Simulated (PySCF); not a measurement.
# H7P3Si: the cost of one run

Computed with PySCF 2.14.0, with density-fitted response routines of our own, on a single molecule in the gas phase. Atoms are numbered from 0 throughout.

**1. Starting geometry**

11 atoms, charge 0, multiplicity 1; geometry from: GFN2-xTB. The atoms were then displaced at random by about 0.01 Å, so the start is not that level's minimum.

Bonds of the start (Å): P0–Si1 2.26, Si1–P2 2.25, Si1–P3 2.27, P0–H4 1.37, P0–H5 1.35, Si1–H6 1.47, P2–H7 1.40, P2–H8 1.42, P3–H9 1.42, P3–H10 1.40.

**2. Relaxing the molecule at PBE0-D3(BJ)/def2-SVP**

What the job is given:

```
{"job": {"xc": "PBE0", "basis": "def2-SVP", "d3": "d3bj", "grid": 1, "shake": 0.01, "kind": "geom"}, "charge": 0, "multiplicity": 1}
P     -1.686360    -1.248380     0.583800
Si    -0.109810    -0.161770    -0.623500
P      1.965730    -0.892370    -0.139680
P     -0.254280     2.103100    -0.515510
H     -1.099420    -1.026320     1.797520
H     -1.128570    -2.464960     0.435170
H     -0.331730    -0.517700    -2.028890
H      2.629300     0.117460    -0.853940
H      2.088950    -0.172810     1.073470
H     -1.668210     2.093150    -0.624680
H     -0.367480     2.144790     0.880560
```

Started as:

```console
$ OMP_NUM_THREADS=1 python probes_run.py task.json out
```

This one command runs all jobs of the session in turn.

Q: Estimate the wall time and peak memory of this first job on 1 thread of Arm Neoverse V2, shared host.

About 31 s, with a peak of 0.45 GiB.
